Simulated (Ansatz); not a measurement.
# Cu2O: a point defect seen from the nuclei (P on an O site), part 3 of 3

Wanted: the field gradients around P on an O site in Cu2O, cell charge -1, before and after the neighbours move. The cell is a supercell built from a COD entry (the entry's cell lengths or inner coordinates differ somewhat from later room-temperature determinations). Planned: a single point, then a relaxation, then a check of method with width with grid.

Ansatz 0.2.0; DFT, PBE, plane-wave PAW, default files, scalar-relativistic, as far as a step names no other. The steps go on from the part before.

### 4 Settings changed: scf.occupations.method = gaussian, scf.occupations.width = 0.1, kpoints.mp_grid.grid = [4, 4, 4]

The COD entry's cell or inner coordinates are ideal or old and differ from later refinements, so a difference from it is no clean test against experiment.

input.yaml

```yaml
crystal:
  lattice:
    - [-4.26, 4.26, 4.26]
    - [4.26, -4.26, 4.26]
    - [4.26, 4.26, -4.26]
  atoms:
    - { symbol: Cu, position: [0.25, 0.25, 0.25] }
    - { symbol: Cu, position: [0.75, 0.75, 0.25] }
    - { symbol: Cu, position: [0.75, 0.25, 0.75] }
    - { symbol: Cu, position: [0.25, 0.75, 0.75] }
    - { symbol: Cu, position: [0.75, 0.5, 0.5] }
    - { symbol: Cu, position: [0.25, 0.0, 0.5] }
    - { symbol: Cu, position: [0.25, 0.5, 0.0] }
    - { symbol: Cu, position: [0.75, 0.0, 0.0] }
    - { symbol: Cu, position: [0.5, 0.5, 0.75] }
    - { symbol: Cu, position: [0.0, 0.0, 0.75] }
    - { symbol: Cu, position: [0.0, 0.5, 0.25] }
    - { symbol: Cu, position: [0.5, 0.0, 0.25] }
    - { symbol: Cu, position: [0.5, 0.75, 0.5] }
    - { symbol: Cu, position: [0.0, 0.25, 0.5] }
    - { symbol: Cu, position: [0.0, 0.75, 0.0] }
    - { symbol: Cu, position: [0.5, 0.25, 0.0] }
    - { symbol: P, position: [0.0, 0.0, 0.0] }
    - { symbol: O, position: [0.5, 0.5, 0.0] }
    - { symbol: O, position: [0.5, 0.0, 0.5] }
    - { symbol: O, position: [0.0, 0.5, 0.5] }
    - { symbol: O, position: [0.5, 0.5, 0.5] }
    - { symbol: O, position: [0.0, 0.0, 0.5] }
    - { symbol: O, position: [0.0, 0.5, 0.0] }
    - { symbol: O, position: [0.5, 0.0, 0.0] }
total_charge: -1
kpoints:
  mp_grid: { grid: [4, 4, 4] }
scf:
  occupations: { method: gaussian, width: 0.1 }
hamiltonian:
  xc: pbe
  pseudopotentials: { kind: paw }
output:
  forces: true
  stress: true
  populations: true
  efg:
    quadrupole_moments_barn: { Cu: -0.22, O: -0.02558 }
    contact_densities: true
```

Started as:

```console
> ansatz run input.yaml --threads 1 --pin off --max-ram 3072MiB --backend cpu --events-out ev --progress --plain --runs-dir out
```

What it wrote:

```text
Warning: RAYON_NUM_THREADS=1 ignored (pool sized by the plan → 1); use --threads N
Engine: ansatz 0.2.0, aarch64-unknown-linux-gnu
Pseudopotentials: kind: paw
Pseudopotential: Cu, paw, valence charge 19, recommended cutoff 420 eV (normal), Cu.paw.azcp
Pseudopotential: P, paw, valence charge 5, recommended cutoff 420 eV (normal), P.paw.azcp
Pseudopotential: O, paw, valence charge 6, recommended cutoff 420 eV (normal), O.paw.azcp
Functional definition: PBE
  parameter kappa = 0.804
  parameter beta = 0.06672455060314922
  exchange = pbe_x(kappa = kappa, mu = beta*pi^2/3)
  correlation = pbe_c(beta = beta)
Crystal: 24 atoms, lattice volume = 309.235 Å³
Basis set: ecut = 420 eV, 6051 PW (Γ), exchange–correlation on 100×100×100 points (8 copies of the dense FFT grid, shifted against one another)
Bands: 212, of which v1, the nominal top of the filled ones, is band 176 counted from 1 (175 counted from 0)
Symmetry: 24 space group operations
Space group: I-43m (ITA 217), of the structure as read, at distance tolerance 6.8e-5 Å
k-points: 8 of 64 (time reversal used)
Non-local potential: Cu, projectors of the file, l = 0: 3, l = 1: 2, l = 2: 3, l = 3: 1
Non-local potential: P, projectors of the file, l = 0: 2, l = 1: 2, l = 2: 2
Non-local potential: O, projectors of the file, l = 0: 2, l = 1: 2, l = 2: 1
PAW form: soft (Blöchl's): semilocal exchange-correlation on the pseudo side does not see the compensation charge
PAW one-centre angular grid: Cu, 590 points (default); XC on 64 Gauss nodes
PAW one-centre angular grid: P, 110 points (default); XC on 64 Gauss nodes
PAW one-centre angular grid: O, 110 points (default); XC on 64 Gauss nodes
Initial density: superposition of atomic densities (neutral atoms scaled as one to the charged cell's electrons: chi_scale 0, normalization atom), corrected by the library's trained network
Initial wavefunctions: pseudopotential atomic-orbital guess
Functional: x = pbe(κ = 0.804, μ = 0.2195149727645171), c = pbe(β = 0.06672455060314922)
SCF iter   1: F=—  HF=-110706.699278 eV  |F-HF|=—  |Δ(HF+E_count)|=         —  Δρ=5.12e-2  dr2=5.28e0  ethr=1.77e-3  ⟨swp⟩=5.2  Hψ=6154  notcnv=0  defer=47
preconditioner: auto → Resta (q_TF=auto, 2.788 Å⁻¹)  ε∞=11.4  [insulator: Δε(μ)=0.334 eV  Ē_g=9.805 eV  σ=0.100 eV  W_gap=0.98  n_scr=134 (ndim 8)  ℏωp=31.6 eV  f_vac=0.014  D(μ)=0.06/eV (n_scr^D=0)  ε∞_Penn≈11.4]
SCF iter   2: F=—  HF=-110706.340103 eV  |F-HF|=—  |Δ(HF+E_count)|=   3.59e-1  Δρ=3.39e-2  dr2=1.73e0  ethr=1.50e-3  ⟨swp⟩=2.2  Hψ=2657  notcnv=0  defer=229
SCF iter   3: F=—  HF=-110705.714822 eV  |F-HF|=—  |Δ(HF+E_count)|=   6.25e-1  Δρ=5.61e-3  dr2=1.35e-1  ethr=4.91e-4  ⟨swp⟩=2.0  Hψ=2581  notcnv=0  defer=229
SCF iter   4: F=—  HF=-110705.709211 eV  |F-HF|=—  |Δ(HF+E_count)|=   5.61e-3  Δρ=3.99e-3  dr2=2.51e-2  ethr=3.84e-5  ⟨swp⟩=2.0  Hψ=2376  notcnv=0  defer=229
SCF iter   5: F=—  HF=-110705.727257 eV  |F-HF|=—  |Δ(HF+E_count)|=   1.80e-2  Δρ=4.43e-3  dr2=4.10e-2  ethr=7.13e-6  ⟨swp⟩=2.6  Hψ=2944  notcnv=0  defer=229
SCF iter   6: F=—  HF=-110705.727620 eV  |F-HF|=—  |Δ(HF+E_count)|=   3.63e-4  Δρ=9.10e-4  dr2=2.27e-3  ethr=7.13e-6  ⟨swp⟩=2.0  Hψ=3240  notcnv=0  defer=229
SCF iter   7: F=—  HF=-110705.727084 eV  |F-HF|=—  |Δ(HF+E_count)|=   5.36e-4  Δρ=2.92e-4  dr2=4.38e-4  ethr=6.44e-7  ⟨swp⟩=2.0  Hψ=2120  notcnv=0  defer=229
SCF iter   8: F=—  HF=-110705.727085 eV  |F-HF|=—  |Δ(HF+E_count)|=   1.44e-6  Δρ=1.73e-4  dr2=8.78e-5  ethr=1.24e-7  ⟨swp⟩=2.0  Hψ=2256  notcnv=0  defer=229
SCF iter   9: F=—  HF=-110705.727019 eV  |F-HF|=—  |Δ(HF+E_count)|=   6.64e-5  Δρ=5.06e-5  dr2=9.46e-6  ethr=2.49e-8  ⟨swp⟩=2.0  Hψ=2363  notcnv=0  defer=229
SCF iter  10: F=—  HF=-110705.727018 eV  |F-HF|=—  |Δ(HF+E_count)|=   1.11e-6  Δρ=1.88e-5  dr2=8.28e-7  ethr=2.69e-9  ⟨swp⟩=2.0  Hψ=2311  notcnv=0  defer=229
SCF iter  11: F=—  HF=-110705.727018 eV  |F-HF|=—  |Δ(HF+E_count)|=   2.99e-8  Δρ=9.65e-6  dr2=2.44e-7  ethr=2.35e-10  ⟨swp⟩=2.0  Hψ=2364  notcnv=0  defer=229
SCF iter  12: F=-110705.727018 eV  HF=-110705.727018 eV  |F-HF|=4.17e-8  |Δ(HF+E_count)|=   1.52e-8  Δρ=4.82e-6  dr2=5.83e-8  ethr=2.84e-11  ⟨swp⟩=11.6  Hψ=8401  notcnv=0
SCF 1 converged in 12 iterations: F = -110705.727018 eV  dr2 = 5.83e-8
SCF converged after 12 iterations
Free energy (F): -110705.727018 eV
Harris-Foulkes:  -110705.727018 eV  (|F-HF|=4.17e-8)
Internal energy: -110705.727015 eV  (E = F + TS)
E sigma→0 (E₀):  -110705.727016 eV
Entropy (-TS):   -0.000003 eV (-0.000 meV/atom)
Fermi energy:    11.814658 eV
--- Per-component energies (eV) ---
  E_band       = -7206.017903
  E_kinetic    = 6115.754647
  E_local      = -78722.859592  (includes V_loc(G=0)·N_el)
  E_nonlocal   = 6700.703109
  E_hartree    = 34424.819673
  E_xc         = -2003.561160
  E_vxc        = -2558.666387  (∫ρ·V_xc dr)
  E_paw        = -28341.805081  (= ΣΔE_a)
  E_vpaw       = -7590.564697  (= ΣTr[D̂ρ^β])
  E_aug_tail   = 0.021983  (compensation charges beyond the density's cutoff)
  E_ewald      = -48878.800593
  E_smearing   = -0.000003  (= −TS)
  E_closure    = -0.000000  (closes the sum)
  E_deformation_potential = -16.892661  (in the stress; not in F)
  Σ components = -110705.727018   (vs F -110705.727018, Δ=0.00e0)
--- Forces (eV/Å), atoms counted from 1 ---
  atom   1  Cu     3.34749948     3.34749948     3.34749948
  atom   2  Cu     0.01710754     0.01710754     0.01681010
  atom   3  Cu     0.01710754     0.01681010     0.01710754
  atom   4  Cu     0.01681010     0.01710754     0.01710754
  atom   5  Cu     0.01681010    -0.01710754    -0.01710754
  atom   6  Cu     0.01710754    -0.01681010    -0.01710754
  atom   7  Cu     0.01710754    -0.01710754    -0.01681010
  atom   8  Cu     3.34749948    -3.34749948    -3.34749948
  atom   9  Cu    -0.01710754    -0.01710754     0.01681010
  atom  10  Cu    -3.34749948    -3.34749948     3.34749948
  atom  11  Cu    -0.01681010    -0.01710754     0.01710754
  atom  12  Cu    -0.01710754    -0.01681010     0.01710754
  atom  13  Cu    -0.01710754     0.01681010    -0.01710754
  atom  14  Cu    -0.01681010     0.01710754    -0.01710754
  atom  15  Cu    -3.34749948     3.34749948    -3.34749948
  atom  16  Cu    -0.01710754     0.01710754    -0.01681010
  atom  17  P     -0.00000000    -0.00000000    -0.00000000
  atom  18  O     -0.00000000    -0.00000000    -0.00000000
  atom  19  O      0.00000000    -0.00000000     0.00000000
  atom  20  O     -0.00000000    -0.00000000    -0.00000000
  atom  21  O      0.36880591     0.36880591     0.36880591
  atom  22  O     -0.36880591    -0.36880591     0.36880591
  atom  23  O     -0.36880591     0.36880591    -0.36880591
  atom  24  O      0.36880591    -0.36880591    -0.36880591
  max |Σ_I F_I| component: 1.28e-15 eV/Å
--- Stress (GPa, compression-positive) ---
       13.518979       0.000000       0.000000
        0.000000      13.518979       0.000000
       -0.000000       0.000000      13.518979
  P = ⅓ Tr σ = 13.5190 GPa (135.190 kbar)
--- PAW observables at the nuclei: V_zz in 10²¹ V/m², potentials from the cell's mean, atoms counted from 1 ---
  atom   1  Cu V_zz =   -10.558840   η = 0.0000   by run symmetry: allowed   C_q = +56.1686 MHz
            electrostatic potential = -3756.835915 V   contact ρ = 147576.114498 e/Å³
  atom   2  Cu V_zz =    -6.145106   η = 0.3373   by run symmetry: allowed   C_q = +32.6894 MHz
            electrostatic potential = -3757.103555 V   contact ρ = 147557.222325 e/Å³
  atom   3  Cu V_zz =    -6.145106   η = 0.3373   by run symmetry: allowed   C_q = +32.6894 MHz
            electrostatic potential = -3757.103555 V   contact ρ = 147557.222325 e/Å³
  atom   4  Cu V_zz =    -6.145106   η = 0.3373   by run symmetry: allowed   C_q = +32.6894 MHz
            electrostatic potential = -3757.103555 V   contact ρ = 147557.222325 e/Å³
  atom   5  Cu V_zz =    -6.145106   η = 0.3373   by run symmetry: allowed   C_q = +32.6894 MHz
            electrostatic potential = -3757.103555 V   contact ρ = 147557.222325 e/Å³
  atom   6  Cu V_zz =    -6.145106   η = 0.3373   by run symmetry: allowed   C_q = +32.6894 MHz
            electrostatic potential = -3757.103555 V   contact ρ = 147557.222325 e/Å³
  atom   7  Cu V_zz =    -6.145106   η = 0.3373   by run symmetry: allowed   C_q = +32.6894 MHz
            electrostatic potential = -3757.103555 V   contact ρ = 147557.222325 e/Å³
  atom   8  Cu V_zz =   -10.558840   η = 0.0000   by run symmetry: allowed   C_q = +56.1686 MHz
            electrostatic potential = -3756.835915 V   contact ρ = 147576.114498 e/Å³
  atom   9  Cu V_zz =    -6.145106   η = 0.3373   by run symmetry: allowed   C_q = +32.6894 MHz
            electrostatic potential = -3757.103555 V   contact ρ = 147557.222325 e/Å³
  atom  10  Cu V_zz =   -10.558840   η = 0.0000   by run symmetry: allowed   C_q = +56.1686 MHz
            electrostatic potential = -3756.835915 V   contact ρ = 147576.114498 e/Å³
  atom  11  Cu V_zz =    -6.145106   η = 0.3373   by run symmetry: allowed   C_q = +32.6894 MHz
            electrostatic potential = -3757.103555 V   contact ρ = 147557.222325 e/Å³
  atom  12  Cu V_zz =    -6.145106   η = 0.3373   by run symmetry: allowed   C_q = +32.6894 MHz
            electrostatic potential = -3757.103555 V   contact ρ = 147557.222325 e/Å³
  atom  13  Cu V_zz =    -6.145106   η = 0.3373   by run symmetry: allowed   C_q = +32.6894 MHz
            electrostatic potential = -3757.103555 V   contact ρ = 147557.222325 e/Å³
  atom  14  Cu V_zz =    -6.145106   η = 0.3373   by run symmetry: allowed   C_q = +32.6894 MHz
            electrostatic potential = -3757.103555 V   contact ρ = 147557.222325 e/Å³
  atom  15  Cu V_zz =   -10.558840   η = 0.0000   by run symmetry: allowed   C_q = +56.1686 MHz
            electrostatic potential = -3756.835915 V   contact ρ = 147576.114498 e/Å³
  atom  16  Cu V_zz =    -6.145106   η = 0.3373   by run symmetry: allowed   C_q = +32.6894 MHz
            electrostatic potential = -3757.103555 V   contact ρ = 147557.222325 e/Å³
  atom  17  P  V_zz =    +0.000000   η = 0.0000   by run symmetry: forbidden
            electrostatic potential = -1499.114220 V   contact ρ = 16017.700121 e/Å³
  atom  18  O  V_zz =    -1.132275   η = 0.0000   by run symmetry: allowed   C_q = +0.7003 MHz
            electrostatic potential = -623.704041 V   contact ρ = 2155.808941 e/Å³
  atom  19  O  V_zz =    -1.132275   η = 0.0000   by run symmetry: allowed   C_q = +0.7003 MHz
            electrostatic potential = -623.704041 V   contact ρ = 2155.808941 e/Å³
  atom  20  O  V_zz =    -1.132275   η = 0.0000   by run symmetry: allowed   C_q = +0.7003 MHz
            electrostatic potential = -623.704041 V   contact ρ = 2155.808941 e/Å³
  atom  21  O  V_zz =    -2.763666   η = 0.0000   by run symmetry: allowed   C_q = +1.7094 MHz
            electrostatic potential = -623.940266 V   contact ρ = 2155.929833 e/Å³
  atom  22  O  V_zz =    -2.763666   η = 0.0000   by run symmetry: allowed   C_q = +1.7094 MHz
            electrostatic potential = -623.940266 V   contact ρ = 2155.929833 e/Å³
  atom  23  O  V_zz =    -2.763666   η = 0.0000   by run symmetry: allowed   C_q = +1.7094 MHz
            electrostatic potential = -623.940266 V   contact ρ = 2155.929833 e/Å³
  atom  24  O  V_zz =    -2.763666   η = 0.0000   by run symmetry: allowed   C_q = +1.7094 MHz
            electrostatic potential = -623.940266 V   contact ρ = 2155.929833 e/Å³
--- Band table (eV; the first three rows and the last of 8) ---
  k-point 0: bands = ["-101.1961", "-101.1961", "-101.1961", "-101.1935", "-100.7002", "-100.6995", "-100.6995", "-100.6994", "-100.6994", "-100.6994", "-100.6994", "-100.6994", "-100.6994", "-100.6992", "-100.6992", "-100.6992", "-58.9119", "-58.9094", "-58.9094", "-58.9094", "-58.4286", "-58.4286", "-58.4282", "-58.4282", "-58.4282", "-58.4262", "-58.4262", "-58.4262", "-58.2387", "-58.2334", "-58.2334", "-58.2315", "-58.2315", "-58.2315", "-58.2260", "-58.2260", "-58.2260", "-58.2259", "-58.2259", "-58.2259", "-58.0575", "-58.0575", "-58.0559", "-58.0559", "-58.0559", "-58.0533", "-58.0533", "-58.0533", "-58.0529", "-58.0529", "-58.0529", "-58.0505", "-58.0041", "-58.0033", "-58.0033", "-58.0033", "-58.0032", "-58.0032", "-58.0022", "-58.0022", "-58.0022", "-58.0016", "-58.0016", "-58.0016", "-8.8038", "-8.4985", "-8.4985", "-8.3883", "-8.3883", "-8.3883", "-8.1404", "-0.2800", "3.8956", "3.8956", "3.8956", "3.9606", "3.9606", "3.9606", "4.1061", "4.1061", "4.1061", "5.1095", "5.1095", "5.1535", "5.2306", "5.2306", "5.2306", "5.7321", "5.7321", "5.7321", "6.0165", "6.0165", "6.0165", "6.4484", "7.0896", "7.0896", "7.0896", "7.9159", "7.9159", "7.9645", "7.9645", "7.9645", "8.2755", "8.2755", "8.2755", "8.3076", "8.3076", "8.3076", "8.4151", "8.4151", "8.4419", "8.4665", "8.4665", "8.4665", "8.7257", "8.7257", "8.7257", "8.7644", "8.7644", "8.8562", "8.8562", "8.8562", "8.9840", "8.9840", "8.9840", "9.0315", "9.0315", "9.0315", "9.0629", "9.0629", "9.0629", "9.1368", "9.2378", "9.2378", "9.3074", "9.3074", "9.3074", "9.3247", "9.3247", "9.3247", "9.3368", "9.3368", "9.3823", "9.3823", "9.3924", "9.3924", "9.3924", "9.4270", "9.4722", "9.4722", "9.4722", "9.5576", "9.6974", "9.6974", "9.6974", "9.7821", "9.7821", "9.7821", "9.8349", "9.8349", "9.8349", "10.1092", "10.1092", "10.1092", "10.2514", "10.2514", "10.2514", "10.4972", "10.6533", "10.6533", "10.9589", "10.9589", "10.9589", "11.5415", "11.5415", "11.5415", "12.0678", "12.2762", "12.2762", "13.0556", "13.0556", "13.0556", "13.1004", "13.1004", "15.1469", "15.1469", "15.1469", "15.3123", "16.4339", "16.4339", "16.4339", "17.5216", "17.5216", "17.5216", "18.0293", "18.0293", "18.0293", "19.3698", "19.3698", "19.3698", "19.4909", "19.4909", "19.4909", "20.4285", "20.4285", "20.4285", "20.4367", "20.4367", "20.4367", "21.1755", "21.1755", "21.8391"]
[... 3 lines left out ...]
--- Löwdin populations: 24 sites ---
  site symbol       q [e]
     0     Cu     18.5496
     1     Cu     18.4610
     2     Cu     18.4610
     3     Cu     18.4610
     4     Cu     18.4610
     5     Cu     18.4610
     6     Cu     18.4610
     7     Cu     18.5496
     8     Cu     18.4610
     9     Cu     18.5496
    10     Cu     18.4610
    11     Cu     18.4610
    12     Cu     18.4610
    13     Cu     18.4610
    14     Cu     18.5496
    15     Cu     18.4610
    16      P      5.7753
    17      O      6.9548
    18      O      6.9548
    19      O      6.9548
    20      O      6.9789
    21      O      6.9789
    22      O      6.9789
    23      O      6.9789
  spilling = 0.004870 (of n_electrons = 352.000000)
```

Wall time 93 s (1 thread of Arm Neoverse V2, shared host); peak memory 0.89 GiB.

The run ends with gap on the mesh 0.53 eV, largest force 5.798 eV/Å, pressure 13.5 GPa.

What changed since step 2 (V_zz in 10²¹ V/m²):

| site | atoms | V_zz, PBE | V_zz, new settings | η, PBE | η, new settings |
| --- | --- | --- | --- | --- | --- |
| P | 17 | 0.00 | 0.00 | – | – |
| Cu1 | 1, 8, 10, … | -10.59 | -10.56 | 0.00 | 0.00 |
| Cu2 | 2, 3, 4, … | -6.17 | -6.15 | 0.33 | 0.34 |
| O21 | 21, 22, 23, … | -2.76 | -2.76 | 0.00 | 0.00 |
| O18 | 18, 19, 20 | -1.14 | -1.13 | 0.00 | 0.00 |

The sizes of the gradients above 0.15 moved by 0.3 % in the median, 1.1 % at the site that moves most (small gradients counted from 0.15; O18, -1.145 to -1.132). The free energy moved by -0.5 meV/atom.

### 5 Spectra that follow from step 3

⁶³Cu (I = 3/2, Q = -220.0 mb) at 35.2 T, Larmor frequency 397.8 MHz. Second-order quadrupolar shifts of the central transition; chemical shifts are not computed, so all sites share one zero.

| site | count | C_Q (MHz) | η | ν_Q (MHz) | δ_QIS (ppm) |
| --- | --- | --- | --- | --- | --- |
| Cu1 | 4 | 48.9 | 0.00 | 24.4 | -377.8 |
| Cu2 | 12 | 37.0 | 0.31 | 18.5 | -223.0 |

⁶³Cu central transition, static powder:

(kHz, intensity): (-538.3, 2), (-487.9, 36), (-437.4, 22), (-387.0, 30), (-336.5, 62), (-286.1, 69), (-235.7, 84), (-185.2, 100), (-134.8, 77), (-84.4, 69), (-33.9, 67), (16.5, 58), (67.0, 63), (117.4, 94), (167.8, 63), (218.3, 21), (268.7, 25), (319.1, 2)

### 6 Results

What follows sums up all 3 parts.

```
                                                                                                                                   quantity                                                                                                                                       value
                                                                                                                             state (step 3)                                                                        gap on the mesh 0.70 eV, largest force 0.026 eV/Å, pressure 10.8 GPa
                                                                                                           V_zz by site, step 3 (10²¹ V/m²)                                                                                           P 0.00, Cu1 -9.19, Cu2 -6.95, O21 -2.91, O18 0.32
                                                                                                                largest C_Q in size, step 3                                                                                                                       48.9 MHz, ⁶³Cu at Cu1
                                                                                                       step 3 (ions relaxed) against step 2  13 % in the median, 72 % at the site that moves most (small gradients counted from 0.15; O18, -1.14 to 0.32), with a change of sign at O18
step 4 (scf.occupations.method = gaussian, scf.occupations.width = 0.1, kpoints.mp_grid.grid = [4, 4, 4]) against step 2, before relaxation                           0.3 % in the median, 1.1 % at the site that moves most (small gradients counted from 0.15; O18, -1.145 to -1.132)
```

**Reading.** The largest gradient sits at Cu1 (1 O at 1.84 Å, 1 P at 2.09 Å, angle 180°). The runs allow no spin. The relaxation kept the symmetry I-43m, so a distorted place of lower energy may have been missed. Moves of at most 0.25 Å on relaxation changed gradients by up to 72 % in size at the worst site (13 % in the median) (gradients over 0.15 counted), so at some sites the starting positions were a poor guide. At 35.2 T the ⁶³Cu line of the largest coupling listed spans about 780 kHz, too broad for magic-angle spinning to narrow; it calls for wide-line methods. The defect repeats with the cell of 24 atoms, so it feels its images: sites between two images don't show the values beside a lone defect, and zeros or small values of η there can come from the images' arrangement. Cu carries a gradient in the pure host already, so the values there aren't the defect's effect alone. The relaxation keeps the site symmetry -43m of the start, so the impurity can't leave its site; a start off the site could end lower. A uniform background compensates the cell's charge. Semilocal functionals underestimate gradients at Cu(I), in Cu₂O by a fifth to nearly a half. With a gap of 0.7 eV on this mesh, small gradients can still move by 0.1 × 10²¹ V/m² or more as the k-mesh gets denser. The cell keeps the host's lattice, where the PBE pressure is 11 GPa (in a charged cell this depends on the convention for the mean potential).
